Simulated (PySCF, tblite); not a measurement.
# C₂H₁₃Si₄ radical: geometry, infrared bands and EPR parameters

Wanted: the infrared bands and EPR parameters of C₂H₁₃Si₄ radical (`C[Si@@H]([SiH3])[SiH2]C[SiH2]`), by calculation.

The runs use tblite 0.8.0 and PySCF 2.14.0, with density-fitted response routines of our own; the level of theory stands in each step. All values are computed, except where a source is named. Atoms count from 0, in the outputs and in this text.

## (1) The molecule as given

19 atoms, charge 0, multiplicity 2; geometry from: force field or distance geometry start.

Bonds of the start (Å): C0–Si1 1.84, Si1–Si2 2.24, Si1–Si3 2.19, Si3–C4 1.83, C4–Si5 1.86, C0–H6 1.13, C0–H7 1.10, C0–H8 1.11, Si1–H9 1.48, Si2–H10 1.46, Si2–H11 1.48, Si2–H12 1.47, Si3–H13 1.48, Si3–H14 1.49, C4–H15 1.12, C4–H16 1.11, Si5–H17 1.46, Si5–H18 1.47.

## (2) Optimising the geometry with GFN2-xTB

What the job is given:

```
{"job": {"kind": "relax", "xc": "GFN2-xTB", "basis": "xTB"}, "charge": 0, "multiplicity": 2}
C     -0.935300     1.683100    -0.893900
Si    -0.810500     0.478200     0.485400
Si    -2.828000    -0.419000     0.863000
Si     0.562000    -1.198900     0.145800
C      2.050300    -0.848300    -0.862900
Si     3.378700     0.092200     0.040800
H     -1.900900     2.249200    -0.742500
H     -1.033500     1.222400    -1.890200
H     -0.143700     2.465200    -0.857300
H     -0.438300     1.221400     1.711900
H     -2.978400    -0.726900     2.278600
H     -2.881100    -1.707700     0.135700
H     -3.917400     0.414500     0.339000
H     -0.178000    -2.315500    -0.486500
H      1.013400    -1.722200     1.461100
H      2.511300    -1.834500    -1.107500
H      1.830300    -0.371700    -1.845700
H      3.307400     1.518800    -0.263800
H      3.382000    -0.191000     1.481400
```

The run is started by

```console
$ OMP_NUM_THREADS=1 python probes_run.py task.json out
```

This one command runs all jobs of the session in turn.

**Question.** This job is followed by: GFN2-xTB harmonic vibrations, gas phase; UKS B3LYP, pcH-1 on C H Si, non-relativistic, mean-field spin-orbit, GIAO. What will the session give for the following? strongest single infrared mode (GFN2-xTB); zero-point energy (GFN2-xTB); g(iso) (B3LYP); ⟨S²⟩; largest a(iso) (averaged by class); potential on the surface of density 0.002 e/bohr³, 1st and 99th percentile.

As calculated:

| quantity | value |
| --- | --- |
| strongest single infrared mode (GFN2-xTB) | 2285 cm⁻¹, 513 km/mol |
| zero-point energy (GFN2-xTB) | 79.6 kcal/mol |
| g(iso) (B3LYP) | 2.00354 |
| ⟨S²⟩ | 0.752 (exact 0.75) |
| largest a(iso) (averaged by class) | 29Si on Si5, -433.0 MHz |
| potential on the surface of density 0.002 e/bohr³, 1st and 99th percentile | -0.07 V and 1.17 V |

**Reading.** The optimisation took 95 steps and gained 0.595 eV; among the close pairs (by a distance rule), Si1–Si3 changed most, from 2.194 to 2.325 Å. The lowest mode is imaginary (20i cm⁻¹), so the xTB geometry is not a minimum: the zero-point energy counts the real modes alone, and all values at this geometry belong to a saddle point. The strongest single mode, at 2285 cm⁻¹, moves mainly H18. Unscaled tight-binding wavenumbers are off by several per cent, some by more. Its intensities can rank the bands wrongly. Si5 carries the largest spin population, 0.98 e. The isotropic g lies 1.2 ppt above the free-electron value. These values are for one conformer; the search (at its own cheap level) found 2 more, at 0.86, 0.90 kcal/mol, and measured spectra average over such forms.
